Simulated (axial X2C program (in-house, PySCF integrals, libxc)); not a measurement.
**Linear HWH at several levels**

How do method and spin–orbit coupling move the bonds and stretches of HWH, held linear?

Program: an in-house X2C program for linear molecules on PySCF integrals. Level of theory: all-electron X2C, two-component (2c) or spin-free, H dyall-v3z, W dyall-v3z. These are calculated values, not measurements.

All values are calculated.

2 further runs of the same task are left out: 2 set aside as unsound or not needed.

**1. Set-up**

Contents of task.json:

```json
{"zs": [1, 74, 1], "q": 0, "bas": ["dyall-v3z", "dyall-v3z", "dyall-v3z"], "r0": [1.69, 1.69], "symm": 1, "scan": ["PBE0", "HF", "PBE"], "levels": ["PBE0", "HF", "BHandHLYP"], "nst": 2}
```

Keys: zs atomic numbers; q charge; bas basis sets; r0 starting distance in Å; symm equal bonds; scan levels of the two-bond scan (MP2 follows by itself at each HF point); levels methods; nst determinants followed.

Started as:

```
python solin.py task.json out
```

Masses H 1.008, W 183.951, H 1.008 u.

**2. Scan at PBE0, 2c**

State: Ω = 1 (beyond evenly filled blocks: ω = -3/2, ω = 5/2). Energies above the lowest point, from the job's result record:

```tsv
r(H–W) (Å)	r(W–H) (Å)	E (meV)
1.7765	1.7765	26.82
1.7765	1.8220	11.75
1.7765	1.8675	19.49
1.8220	1.7765	11.75
1.8220	1.8220	0.00
1.8220	1.8675	10.83
1.8220	1.9131	40.75
1.8675	1.7765	19.49
1.8675	1.8220	10.83
1.8675	1.8675	24.56
1.9131	1.8220	40.75
1.9131	1.9131	92.32
```

A quadratic surface with cubic terms in each bond gives the minimum at 1.822 and 1.822 Å, force constants 1.74, 1.74 and coupling 0.22 mdyn/Å.

**3. Scan at HF, 2c**

State: Ω = 1 (beyond evenly filled blocks: ω = -3/2, ω = 5/2). Energies above the lowest point, from the job's result record:

```tsv
r(H–W) (Å)	r(W–H) (Å)	E (meV)
1.7765	1.7765	56.25
1.7765	1.8220	27.15
1.7765	1.8675	22.76
1.8220	1.7765	27.15
1.8220	1.8220	1.33
1.8220	1.8675	0.00
1.8220	1.9131	19.50
1.8675	1.7765	22.76
1.8675	1.8220	0.00
1.8675	1.8675	1.51
1.9131	1.8220	19.50
1.9131	1.9131	48.28
```

A quadratic surface with cubic terms in each bond gives the minimum at 1.845 and 1.845 Å, force constants 1.74, 1.74 and coupling 0.22 mdyn/Å.

**4. Scan at PBE, 2c**

State: Ω = 1 (beyond evenly filled blocks: ω = -3/2, ω = 5/2). Energies above the lowest point, from the job's result record:

```tsv
r(H–W) (Å)	r(W–H) (Å)	E (meV)
1.7765	1.7765	33.22
1.7765	1.8220	14.97
1.7765	1.8675	18.97
1.8220	1.7765	14.97
1.8220	1.8220	0.00
1.8220	1.8675	7.06
1.8220	1.9131	32.69
1.8675	1.7765	18.97
1.8675	1.8220	7.06
1.8675	1.8675	16.98
1.9131	1.8220	32.69
1.9131	1.9131	76.04
```

A quadratic surface with cubic terms in each bond gives the minimum at 1.828 and 1.828 Å, force constants 1.66, 1.66 and coupling 0.22 mdyn/Å.

**5. The levels side by side**

| level | r(H–W) (Å) | r(W–H) (Å) | lower stretch (cm⁻¹) | upper stretch (cm⁻¹) |
| --- | --- | --- | --- | --- |
| PBE0, 2c | 1.822 | 1.822 | 1605.6 | 1817.3 |
| HF, 2c | 1.845 | 1.845 | 1611.3 | 1819.0 |
| PBE, 2c | 1.828 | 1.828 | 1563.7 | 1778.0 |
| MP2, 2c | 1.824 | 1.824 | 1646.0 | 1857.3 |
| PBE0, spin-free | 1.823 | 1.823 | 1601.7 | 1821.7 |
| HF, spin-free | 1.846 | 1.846 | 1607.3 | 1822.5 |
| PBE, spin-free | 1.830 | 1.830 | 1559.8 | 1782.5 |
| MP2, spin-free | 1.825 | 1.825 | 1643.0 | 1862.0 |

Scans not shown above were run alike.

**Reading.** Over the levels the H–W bond spans 1.822 to 1.846 Å and the W–H bond 1.822 to 1.846 Å. At PBE0 going from spin-free to two-component moves the bonds by -0.001 and -0.001 Å. Each state is one determinant, the lowest of a limited PBE0 search; the stretches come from a fit to few points and are good to some per cent at best. The stretches are sorted by size, and where the two bonds are alike the symmetric and antisymmetric modes can swap order between levels. MP2 freezes inner shells (threshold -2 hartree). The molecule was held linear; bending was not examined, so a bent shape may lie lower. Open-shell Ω = 0 determinants with evenly filled partner blocks cannot be reached by this program, so the Ω shown need not be the lowest component. Note: functional without a current term on a determinant with orbital currents, of the molecule or an atom. Note: several unpaired electrons, one determinant need not be a pure state.
